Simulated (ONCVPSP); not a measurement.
**Pseudopotential generation for Ga: ONCV, PBEsol**

Aim: build the potential from the settings below, then test how well it stands in for the atom: other configurations, scattering, ghost states and the plane-wave cutoff that it needs.

Program: ONCVPSP 4.0.1.1 (patched build). Reference atom: PBEsol, scalar-relativistic, spherical and spin-unpolarised. All values are calculated.

### 1 The design

Typed settings, in words:

- element: gallium (Ga, Z = 31)
- type: optimised norm-conserving Vanderbilt (ONCV)
- frozen core: [Ar] 3d10
- valence charge: 3
- reference configuration: 4s2 4p1
- partial waves: 4s: rc 1.40 bohr, ncon 3, nbas 7, qcut 5.2 1/bohr, 2 projectors, debl 3.1 Ha; 4p: rc 2.80 bohr, ncon 5, nbas 8, qcut 2.8 1/bohr, 2 projectors, debl 1 Ha; d scattering state at 0.31 Ha: rc 2.75 bohr, ncon 3, nbas 7, qcut 3.2 1/bohr, 3 projectors, debl 3.3 Ha
- local potential: polynomial inside 1.40 bohr (lpopt 5, dvloc0 -1 Ha)
- core correction: polynomial model core, fcfact 0.3

The outer shells as boxes (Hund's rule for the drawing; the calculation is spin-unpolarised):

```
[Ar] core
3d [↑↓][↑↓][↑↓][↑↓][↑↓]
4s [↑↓]
4p [↑ ][  ][  ]
```

The nodes and maxima of the atom's own shells, from an earlier all-electron run, set the scale for the radii.

All-electron outer shells of the reference configuration (PBEsol, scalar-relativistic, ld1.x):

```csv
shell,level (eV),outermost node (bohr),outermost maximum (bohr)
3p,-98.68,0.24,0.56
3d,-19.16,–,0.53
4s,-8.96,0.81,1.90
4p,-2.57,0.87,2.53
```

### 2 Generating the potential

Contents of Ga.dat:

```
# ATOM AND REFERENCE CONFIGURATION
# atsym  z   nc   nv     iexc    psfile
  Ga 31.00    6    2  -116133      upf
#
#   n    l    f
    1    0    2.00
    2    0    2.00
    2    1    6.00
    3    0    2.00
    3    1    6.00
    3    2   10.00
    4    0    2.00
    4    1    1.00
#
# PSEUDOPOTENTIAL AND OPTIMIZATION
# lmax
    2
#
#   l,   rc,      ep,       ncon, nbas, qcut
    0    1.40    0.00    3    7    5.20
    1    2.80    0.00    5    8    2.80
    2    2.75    0.31    3    7    3.20
#
# LOCAL POTENTIAL
# lloc, lpopt,  rc(5),   dvloc0
    4    5    1.40   -1.00
#
# VANDERBILT-KLEINMAN-BYLANDER PROJECTORs
# l, nproj, debl
    0    2    3.10
    1    2    1.00
    2    3    3.30
#
# MODEL CORE CHARGE
# icmod, fcfact, rcfact
    1    0.30    0.00
#
# LOG DERIVATIVE ANALYSIS
# epsh1, epsh2, depsh
   -2.00    5.00    0.02
#
# OUTPUT GRID
# rlmax, drl
    6.00    0.01
#
# TEST CONFIGURATIONS
# ncnf
    4
# nvcnf
#   n    l    f
    2
    4    0    2.00
    4    1    0.00
#
    2
    4    0    1.00
    4    1    0.00
#
    2
    4    0    2.00
    4    1    0.50
#
    2
    4    0    0.00
    4    1    3.00
#
```

Run with:

```bash
$ oncvpsp.x < Ga.dat > Ga.out
```

Q: Predict the outcome of this session. Wanted: cutoffs for 1 and 0.1 mHa per electron, occupied waves; bound ghosts; GHOST(+) flags; largest test error; largest phase difference near zero energy, channels read; rms error of d²Exc/dn², without and with the model core.

As calculated:

| quantity | value |
| --- | --- |
| cutoffs for 1 and 0.1 mHa per electron, occupied waves | 7.8 Ha and 56 Ha |
| bound ghosts | s at -599.84 eV |
| GHOST(+) flags | none at low energy |
| largest test error (AE − PS) | -214 meV, for 4s1 4p0 |
| largest phase difference near zero energy, channels read | 0.028 rad |
| rms error of d²Exc/dn², without and with the model core | 6.67 and 0.26 mHa |

**Reading.** It has a bound ghost (s), a state that the atom doesn't have, and that rules the file out. By total energies transferability is poor: the largest error is 214 meV on 26.8 eV, for 4s1 4p0. It counts as soft on the atom at that tolerance, with 7.8 Ha needed at the looser tolerance. The tighter tolerance needs 56 Ha, and converged work needs a cutoff nearer that. At the looser tolerance the 4s wave is the slowest; 4p needs 2 Ha. Near zero energy the phases of the channels with partial waves agree within 0.028 rad.
